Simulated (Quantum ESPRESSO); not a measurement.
# SiSe (P-6m2) in Quantum ESPRESSO: a series of runs, part 3 of 3

Quantum ESPRESSO 7.5. The steps go on from the part before.

### Step 5. Energy-loss spectrum, PBEsol (volume scaled by 0.96)

pw.in reads:

```
&CONTROL
  calculation = 'scf'
  prefix = 'pwscf'
  outdir = './tmp'
  pseudo_dir = './pseudo'
  tprnfor = .true.
  tstress = .true.
  disk_io = 'low'
/
&SYSTEM
  ibrav = 0
  celldm(1) = 8
  nat = 2
  ntyp = 2
  ecutwfc = 45
  ecutrho = 360
  nbnd = 10
  occupations = 'smearing'
  smearing = 'fd'
  degauss = 0.00367493
/
&ELECTRONS
  conv_thr = 4d-10
  electron_maxstep = 120
  mixing_beta = 0.5
/
ATOMIC_SPECIES
Si    28.0850 si_pbesol_v1.uspp.F.UPF
Se    78.9710 se_pbesol_v1.uspp.F.UPF
CELL_PARAMETERS alat
  0.8377652577499   0.0000000000000   0.0000000000000
 -0.4188826288631   0.7255249396178   0.0000000000000
  0.0000000000000   0.0000000000000   0.8385878298789
ATOMIC_POSITIONS crystal
Si     0.6666700000    0.3333300000    0.5000000000
Se     0.0000000000    0.0000000000    0.0000000000
K_POINTS automatic
6 6 4 0 0 1
```

scf2.in reads:

```
&CONTROL
  calculation = 'scf'
  prefix = 'pwscf'
  outdir = './tmp'
  pseudo_dir = './pseudo'
  tprnfor = .true.
  tstress = .true.
  disk_io = 'low'
/
&SYSTEM
  ibrav = 0
  celldm(1) = 8
  nat = 2
  ntyp = 2
  ecutwfc = 45
  ecutrho = 360
  nbnd = 10
  occupations = 'smearing'
  smearing = 'fd'
  degauss = 0.00367493
/
&ELECTRONS
  conv_thr = 1d-11
  electron_maxstep = 120
  mixing_beta = 0.5
  startingpot = 'file'
  startingwfc = 'file'
/
ATOMIC_SPECIES
Si    28.0850 si_pbesol_v1.uspp.F.UPF
Se    78.9710 se_pbesol_v1.uspp.F.UPF
CELL_PARAMETERS alat
  0.8377652577499   0.0000000000000   0.0000000000000
 -0.4188826288631   0.7255249396178   0.0000000000000
  0.0000000000000   0.0000000000000   0.8385878298789
ATOMIC_POSITIONS crystal
Si     0.6666700000    0.3333300000    0.5000000000
Se     0.0000000000    0.0000000000    0.0000000000
K_POINTS automatic
6 6 4 0 0 1
```

eels.in reads:

```
&LR_INPUT
  prefix = 'pwscf'
  outdir = './tmp'
  restart_step = 5000
  restart = .false.
/
&LR_CONTROL
  calculator = 'lanczos'
  approximation = 'TDDFT'
  q1 = 0.5717122525
  q2 = 0.5717122525
  q3 = 0
  itermax = 200
/
```

spectrum.in reads:

```
&LR_INPUT
  prefix = 'pwscf'
  outdir = './tmp'
  eels = .true.
  itermax0 = 200
  itermax = 20000
  extrapolation = 'osc'
  epsil = 0.03
  units = 1
  start = 0
  end = 40
  increment = 0.2
/
```

spectrum_short.in reads:

```
&LR_INPUT
  prefix = 'pwscf'
  outdir = './tmp'
  eels = .true.
  itermax0 = 132
  itermax = 20000
  extrapolation = 'osc'
  epsil = 0.03
  units = 1
  start = 0
  end = 40
  increment = 0.2
/
```

Potentials or basis: GBRV 1.5 PBEsol.

Run with:

```console
$ OMP_NUM_THREADS=1 pw.x -in pw.in > pw.out
$ OMP_NUM_THREADS=1 pw.x -in scf2.in > scf2.out
$ OMP_NUM_THREADS=1 turbo_eels.x -in eels.in > eels.out
$ OMP_NUM_THREADS=1 turbo_spectrum.x -in spectrum.in > spectrum.out
$ OMP_NUM_THREADS=1 turbo_spectrum.x -in spectrum_short.in > spectrum_short.out
```

pw.out:

```text
This program is part of the open-source Quantum ESPRESSO suite
     for quantum simulation of materials; please cite
         "P. Giannozzi et al., J. Phys.:Condens. Matter 21 395502 (2009);
         "P. Giannozzi et al., J. Phys.:Condens. Matter 29 465901 (2017);
         "P. Giannozzi et al., J. Chem. Phys. 152 154105 (2020);
     in publications or presentations arising from this work. More details at

     Message from routine setup:
     using ibrav=0 with symmetry is DISCOURAGED, use correct ibrav instead

     G-vector sticks info
     --------------------
     sticks:   dense  smooth     PW     G-vecs:    dense   smooth      PW
     Sum        1123     559    163                30035    10595    1797

     Using Slab Decomposition

     bravais-lattice index     =            0
     lattice parameter (alat)  =       8.0000  a.u.
     unit-cell volume          =     260.9716 (a.u.)^3
     number of atoms/cell      =            2
     number of atomic types    =            2
     number of electrons       =        10.00
     number of Kohn-Sham states=           10
     kinetic-energy cutoff     =      45.0000  Ry
     charge density cutoff     =     360.0000  Ry
     scf convergence threshold =      4.0E-10
     mixing beta               =       0.5000
     number of iterations used =            8  plain     mixing
     Exchange-correlation= SLA  PW   PSX  PSC
                           (   1   4  10   8   0   0   0)

     celldm(1)=   8.000000  celldm(2)=   0.000000  celldm(3)=   0.000000
     celldm(4)=   0.000000  celldm(5)=   0.000000  celldm(6)=   0.000000

     crystal axes: (cart. coord. in units of alat)
               a(1) = (   0.837765   0.000000   0.000000 )
               a(2) = (  -0.418883   0.725525   0.000000 )
               a(3) = (   0.000000   0.000000   0.838588 )

     reciprocal axes: (cart. coord. in units 2 pi/alat)
               b(1) = (  1.193652  0.689156 -0.000000 )
               b(2) = (  0.000000  1.378312  0.000000 )
               b(3) = (  0.000000 -0.000000  1.192481 )

     PseudoPot. # 1 for Si read from file:
     si_pbesol_v1.uspp.F.UPF
     Pseudo is Ultrasoft + core correction, Zval =  4.0
     Generated by new atomic code, or converted to UPF format
     Using radial grid of  899 points,  6 beta functions with:
                l(1) =   0
                l(2) =   0
                l(3) =   1
                l(4) =   1
                l(5) =   2
                l(6) =   2
     Q(r) pseudized with  8 coefficients,  rinner =    0.900   0.900   0.900
                                                       0.900   0.900

     PseudoPot. # 2 for Se read from file:
     se_pbesol_v1.uspp.F.UPF
     Pseudo is Ultrasoft + core correction, Zval =  6.0
     Generated by new atomic code, or converted to UPF format
     Using radial grid of  877 points,  6 beta functions with:
                l(1) =   0
                l(2) =   0
                l(3) =   1
                l(4) =   1
                l(5) =   2
                l(6) =   2
     Q(r) pseudized with  8 coefficients,  rinner =    1.300   1.300   1.300
                                                       1.300   1.300

     atomic species   valence    mass     pseudopotential
     Si                4.00    28.08500     Si( 1.00)
     Se                6.00    78.97100     Se( 1.00)

      4 Sym. Ops. (no inversion) found

   Cartesian axes

     site n.     atom                  positions (alat units)
         1        Si     tau(   1) = (   0.4188868   0.2418392   0.4192939  )
         2        Se     tau(   2) = (   0.0000000   0.0000000   0.0000000  )

     number of k points=    26  Fermi-Dirac smearing, width (Ry)=  0.0037
                       cart. coord. in units 2pi/alat
        k(    1) = (   0.0000000   0.0000000   0.1490601), wk =   0.0277778
        k(    2) = (   0.0000000   0.0000000   0.4471804), wk =   0.0277778
        k(    3) = (   0.0000000   0.2297187   0.1490601), wk =   0.0555556
        k(    4) = (   0.0000000   0.2297187   0.4471804), wk =   0.0555556
        k(    5) = (   0.0000000   0.4594375   0.1490601), wk =   0.0555556
        k(    6) = (   0.0000000   0.4594375   0.4471804), wk =   0.0555556
[... 18 lines left out ...]
        k(   25) = (  -0.5968259  -0.1148594   0.1490601), wk =   0.1111111
        k(   26) = (  -0.5968259  -0.1148594   0.4471804), wk =   0.1111111

     Dense  grid:    30035 G-vectors     FFT dimensions: (  45,  45,  45)

     Smooth grid:    10595 G-vectors     FFT dimensions: (  30,  30,  30)

     Initial potential from superposition of free atoms

     starting charge       9.9993, renormalised to      10.0000
     Starting wfcs are    8 randomized atomic wfcs +    2 random wfcs

     Self-consistent Calculation

     iteration #  1     ecut=    45.00 Ry     beta= 0.50
     Davidson diagonalization with overlap
     ethr =  1.00E-02,  avg # of iterations =  5.2

     Threshold (ethr) on eigenvalues was too large:
     Diagonalizing with lowered threshold

     Davidson diagonalization with overlap
     ethr =  8.49E-05,  avg # of iterations =  4.5

     total energy              =     -52.82589149 Ry
     estimated scf accuracy    <       0.00834051 Ry
[... 43 lines left out ...]
     iteration #  8     ecut=    45.00 Ry     beta= 0.50
     Davidson diagonalization with overlap
     ethr =  7.41E-12,  avg # of iterations =  2.6

     End of self-consistent calculation

          k = 0.0000 0.0000 0.1491 (  1317 PWs)   bands (ev):

    -7.2881   1.9083   5.9546   6.4642   6.4643  11.1988  11.1990  12.0508
    14.7307  16.3275
[... 123 lines left out ...]
    -5.0586   0.6055   2.0544   4.2199   4.6887   8.0520  11.8652  13.7790
    17.0773  18.4835

     the Fermi energy is     8.1379 ev

!    total energy              =     -52.82718499 Ry
     estimated scf accuracy    <          3.8E-11 Ry
     smearing contrib. (-TS)   =      -0.00111408 Ry
     internal energy E=F+TS    =     -52.82607092 Ry

     The total energy is F=E-TS. E is the sum of the following terms:
     one-electron contribution =       7.82619104 Ry
     hartree contribution      =       1.58449721 Ry
     xc contribution           =     -33.60468590 Ry
     ewald contribution        =     -28.63207327 Ry

     convergence has been achieved in   8 iterations

     Forces acting on atoms (cartesian axes, Ry/au):

     atom    1 type  1   force =     0.00000000    0.00000060    0.00000000
     atom    2 type  2   force =     0.00000000   -0.00000060    0.00000000

     Total force =     0.000001     Total SCF correction =     0.000000

     Computing stress (Cartesian axis) and pressure

          total   stress  (Ry/bohr**3)                   (kbar)     P=      -14.60
  -0.00011677   0.00000000   0.00000000          -17.18        0.00        0.00
   0.00000000  -0.00011676   0.00000000            0.00      -17.18        0.00
   0.00000000   0.00000000  -0.00006429            0.00        0.00       -9.46

=------------------------------------------------------------------------------=
   JOB DONE.
=------------------------------------------------------------------------------=
```

eels.out:

```text
This program is part of the open-source Quantum ESPRESSO suite
     for quantum simulation of materials; please cite
         "P. Giannozzi et al., J. Phys.:Condens. Matter 21 395502 (2009);
         "P. Giannozzi et al., J. Phys.:Condens. Matter 29 465901 (2017);
         "P. Giannozzi et al., J. Chem. Phys. 152 154105 (2020);
     in publications or presentations arising from this work. More details at

[... 350 lines left out ...]
     gamma(00000200)= 22.780447
     z1=       1 -0.231562340431288E-01 -0.333199174089478E-10
     End of Lanczos iterations

     Finished linear response calculation...

     US routines

     EELS routines

=------------------------------------------------------------------------------=
   JOB DONE.
=------------------------------------------------------------------------------=
```

Run time: 2.8 min. Hardware: 1 thread of Arm Neoverse V2, shared host; peak memory 0.22 GiB.

Results:

* Free energy: -718.7505 eV
* Pressure: -1.5 GPa
* Band gap on the k mesh: none (metal or under the smearing width)
* Peak of the energy-loss function: 25.2 eV

Energy-loss function at q = [0.84853, 0.84853, 0.0] (Å⁻¹, cartesian):
```
energy (eV)   loss
        0.0  0.000
        1.8  0.006
        3.4  0.021
        5.2  0.079
        7.0  0.146
        8.6  0.228
       10.4  0.350
       12.2  0.477
       13.8  0.561
       15.6  0.631
       17.4  0.735
       19.0  0.894
       20.8  1.119
       22.4  1.286
       24.2  1.407
       26.0  1.402
       27.6  1.172
       29.4  0.782
       31.2  0.493
       32.8  0.339
       34.6  0.235
       36.4  0.169
       38.0  0.129
       39.8  0.101
```

Caveat: the k mesh is coarse (spacing up to 0.44 Å⁻¹), so the values aren't converged; the Lanczos chain is short for so many electrons, so humps in the spectrum may be artefacts.

### Step 6. Energy-loss spectrum, LDA

Edit pw.in of step 5 so:

```diff
@@ -27,8 +27,8 @@
 ATOMIC_SPECIES
-Si    28.0850 si_pbesol_v1.uspp.F.UPF
-Se    78.9710 se_pbesol_v1.uspp.F.UPF
+Si    28.0850 si_lda_v1.uspp.F.UPF
+Se    78.9710 se_lda_v1.uspp.F.UPF
 CELL_PARAMETERS alat
-  0.8377652577499   0.0000000000000   0.0000000000000
- -0.4188826288631   0.7255249396178   0.0000000000000
-  0.0000000000000   0.0000000000000   0.8385878298789
+  0.8492429204068   0.0000000000000   0.0000000000000
+ -0.4246214602034   0.7354648726008   0.0000000000000
+  0.0000000000000   0.0000000000000   0.8500767620593
 ATOMIC_POSITIONS crystal
```

Edit scf2.in of step 5 so:

```diff
@@ -29,8 +29,8 @@
 ATOMIC_SPECIES
-Si    28.0850 si_pbesol_v1.uspp.F.UPF
-Se    78.9710 se_pbesol_v1.uspp.F.UPF
+Si    28.0850 si_lda_v1.uspp.F.UPF
+Se    78.9710 se_lda_v1.uspp.F.UPF
 CELL_PARAMETERS alat
-  0.8377652577499   0.0000000000000   0.0000000000000
- -0.4188826288631   0.7255249396178   0.0000000000000
-  0.0000000000000   0.0000000000000   0.8385878298789
+  0.8492429204068   0.0000000000000   0.0000000000000
+ -0.4246214602034   0.7354648726008   0.0000000000000
+  0.0000000000000   0.0000000000000   0.8500767620593
 ATOMIC_POSITIONS crystal
```

eels.in reads:

```
&LR_INPUT
  prefix = 'pwscf'
  outdir = './tmp'
  restart_step = 5000
  restart = .false.
/
&LR_CONTROL
  calculator = 'lanczos'
  approximation = 'RPA_with_CLFE'
  q1 = 0.2021308053
  q2 = 0
  q3 = 0
  itermax = 300
/
```

spectrum.in reads:

```
&LR_INPUT
  prefix = 'pwscf'
  outdir = './tmp'
  eels = .true.
  itermax0 = 300
  itermax = 20000
  extrapolation = 'osc'
  epsil = 0.05
  units = 1
  start = 0
  end = 40
  increment = 0.2
/
```

spectrum_short.in reads:

```
&LR_INPUT
  prefix = 'pwscf'
  outdir = './tmp'
  eels = .true.
  itermax0 = 200
  itermax = 20000
  extrapolation = 'osc'
  epsil = 0.05
  units = 1
  start = 0
  end = 40
  increment = 0.2
/
```

Potentials or basis: GBRV 1.5 LDA.

Run with:

```console
$ OMP_NUM_THREADS=1 pw.x -in pw.in > pw.out
$ OMP_NUM_THREADS=1 pw.x -in scf2.in > scf2.out
$ OMP_NUM_THREADS=1 turbo_eels.x -in eels.in > eels.out
$ OMP_NUM_THREADS=1 turbo_spectrum.x -in spectrum.in > spectrum.out
$ OMP_NUM_THREADS=1 turbo_spectrum.x -in spectrum_short.in > spectrum_short.out
```

pw.out:

```text
This program is part of the open-source Quantum ESPRESSO suite
     for quantum simulation of materials; please cite
[... 9 lines left out ...]
     --------------------
     sticks:   dense  smooth     PW     G-vecs:    dense   smooth      PW
     Sum        1147     583    169                31271    11183    1841

     Using Slab Decomposition

     bravais-lattice index     =            0
     lattice parameter (alat)  =       8.0000  a.u.
     unit-cell volume          =     271.8454 (a.u.)^3
     number of atoms/cell      =            2
     number of atomic types    =            2
     number of electrons       =        10.00
     number of Kohn-Sham states=           10
     kinetic-energy cutoff     =      45.0000  Ry
     charge density cutoff     =     360.0000  Ry
     scf convergence threshold =      4.0E-10
     mixing beta               =       0.5000
     number of iterations used =            8  plain     mixing
     Exchange-correlation= SLA  PZ   NOGX NOGC
                           (   1   1   0   0   0   0   0)

     celldm(1)=   8.000000  celldm(2)=   0.000000  celldm(3)=   0.000000
     celldm(4)=   0.000000  celldm(5)=   0.000000  celldm(6)=   0.000000

     crystal axes: (cart. coord. in units of alat)
               a(1) = (   0.849243   0.000000   0.000000 )
               a(2) = (  -0.424621   0.735465   0.000000 )
               a(3) = (   0.000000   0.000000   0.850077 )

     reciprocal axes: (cart. coord. in units 2 pi/alat)
               b(1) = (  1.177519  0.679842 -0.000000 )
               b(2) = (  0.000000  1.359684  0.000000 )
[... 83 lines left out ...]
     Davidson diagonalization with overlap
     ethr =  1.00E-02,  avg # of iterations =  4.9

     Threshold (ethr) on eigenvalues was too large:
     Diagonalizing with lowered threshold

     Davidson diagonalization with overlap
     ethr =  1.77E-04,  avg # of iterations =  4.0

     total energy              =     -52.77553470 Ry
     estimated scf accuracy    <       0.01738611 Ry
[... 36 lines left out ...]
     iteration #  7     ecut=    45.00 Ry     beta= 0.50
     Davidson diagonalization with overlap
     ethr =  4.22E-11,  avg # of iterations =  4.4

     End of self-consistent calculation

          k = 0.0000 0.0000 0.1470 (  1401 PWs)   bands (ev):

    -7.6236   1.2715   5.1838   5.8800   5.8802  10.4375  10.4377  11.5393
    13.6804  15.5836
[... 23 lines left out ...]
    -5.9585  -0.5341   2.0883   4.8351   5.5501   9.2519   9.3864  11.5391
    15.4310  17.4836

          k = 0.0000-0.6798 0.1470 (  1388 PWs)   bands (ev):

    -6.1264  -1.0726   4.0247   4.3070   6.5154   7.5778  11.3494  12.0326
    12.1706  16.7773

          k = 0.0000-0.6798 0.4411 (  1392 PWs)   bands (ev):

    -5.5692   0.0540   1.4287   3.2693   5.2839   8.9056   9.1205  11.3414
    16.7146  17.7459

          k = 0.1963 0.1133 0.1470 (  1386 PWs)   bands (ev):
[... 86 lines left out ...]
    -5.5842   0.0895   1.6906   3.6497   4.2109   7.4515  11.0647  12.8477
    16.2157  17.5876

     the Fermi energy is     7.4610 ev

!    total energy              =     -52.78008216 Ry
     estimated scf accuracy    <          1.6E-10 Ry
     smearing contrib. (-TS)   =      -0.00176798 Ry
     internal energy E=F+TS    =     -52.77831418 Ry

     The total energy is F=E-TS. E is the sum of the following terms:
     one-electron contribution =       7.25145921 Ry
     hartree contribution      =       1.72117483 Ry
     xc contribution           =     -33.50584230 Ry
     ewald contribution        =     -28.24510592 Ry

     convergence has been achieved in   7 iterations

     Forces acting on atoms (cartesian axes, Ry/au):

     atom    1 type  1   force =     0.00000000    0.00000027    0.00000000
     atom    2 type  2   force =     0.00000000   -0.00000027    0.00000000

     Total force =     0.000000     Total SCF correction =     0.000001
     SCF correction compared to forces is large: reduce conv_thr to get better values

     Computing stress (Cartesian axis) and pressure

          total   stress  (Ry/bohr**3)                   (kbar)     P=      -33.84
  -0.00022424  -0.00000000   0.00000000          -32.99       -0.00        0.00
   0.00000000  -0.00022423   0.00000000            0.00      -32.98        0.00
   0.00000000  -0.00000000  -0.00024163            0.00       -0.00      -35.54

=------------------------------------------------------------------------------=
   JOB DONE.
=------------------------------------------------------------------------------=
```

Run time: 3.9 min. Hardware: 1 thread of Arm Neoverse V2, shared host; peak memory 0.22 GiB.

Results:

- Free energy: -718.1096 eV
- Pressure: -3.4 GPa
- Band gap on the k mesh: none (metal or under the smearing width)
- Peak of the energy-loss function: 17.6 eV

Stress tensor (GPa, compression positive):
```
-3.30  0.00  0.00
 0.00 -3.30  0.00
 0.00  0.00 -3.55
```

Energy-loss function at q = [0.3, 0.0, 0.0] (Å⁻¹, cartesian):
| energy (eV) | loss |
| --- | --- |
| 0.0 | 0.000 |
| 1.8 | 0.016 |
| 3.4 | 0.052 |
| 5.2 | 0.097 |
| 7.0 | 0.169 |
| 8.6 | 0.284 |
| 10.4 | 0.416 |
| 12.2 | 0.491 |
| 13.8 | 0.719 |
| 15.6 | 1.540 |
| 17.4 | 2.424 |
| 19.0 | 2.249 |
| 20.8 | 1.743 |
| 22.4 | 1.129 |
| 24.2 | 0.718 |
| 26.0 | 0.560 |
| 27.6 | 0.490 |
| 29.4 | 0.413 |
| 31.2 | 0.319 |
| 32.8 | 0.226 |
| 34.6 | 0.141 |
| 36.4 | 0.092 |
| 38.0 | 0.073 |
| 39.8 | 0.066 |

Caveat: the k mesh is coarse (spacing up to 0.44 Å⁻¹), so the values aren't converged; the wave vector is under the mesh spacing, so the intraband response is poorly sampled.

### Step 7. Summary

| level | potentials or basis | cell | k mesh | iterations | form of the LDA correlation | mixing beta | other keys | mesh quality | gap on the mesh (eV) | pressure (GPa) |
| --- | --- | --- | --- | --- | --- | --- | --- | --- | --- | --- |
| LDA | GBRV 1.5 LDA | as given | 6 × 6 × 4, shifted | 400 | PZ81 | 0.5 | - | coarse | none | -3.4 |
| PBEsol | GBRV 1.5 PBE | volume scaled by 1.04 | 9 × 9 × 6, shifted | 300 | - | 0.1 | mixing_beta = 0.1; k = 9 × 9 × 6; verbose = yes | not flagged | none | -4.4 |
| PBEsol | GBRV 1.5 PBEsol | volume scaled by 0.96 | 6 × 6 × 4, shifted | 200 | - | 0.5 | - | coarse | none | -1.5 |
| LDA | GBRV 1.5 LDA | as given | 6 × 6 × 4, shifted | 300 | PZ81 | 0.5 | - | coarse | none | -3.4 |

Alike in all rows: task energy-loss spectrum; no spin polarisation; cutoff (eV) 612; smearing fermi-dirac 0.05 eV.

Caveats: some runs use coarse meshes; the potentials were made for another functional, which shifts forces and pressure (some runs); the Lanczos chain is short for so many electrons, so humps in the spectrum may be artefacts (some runs); the wave vector is under the mesh spacing, so the intraband response is poorly sampled (some runs).

Absolute energies hang on the potentials; compare differences alone.
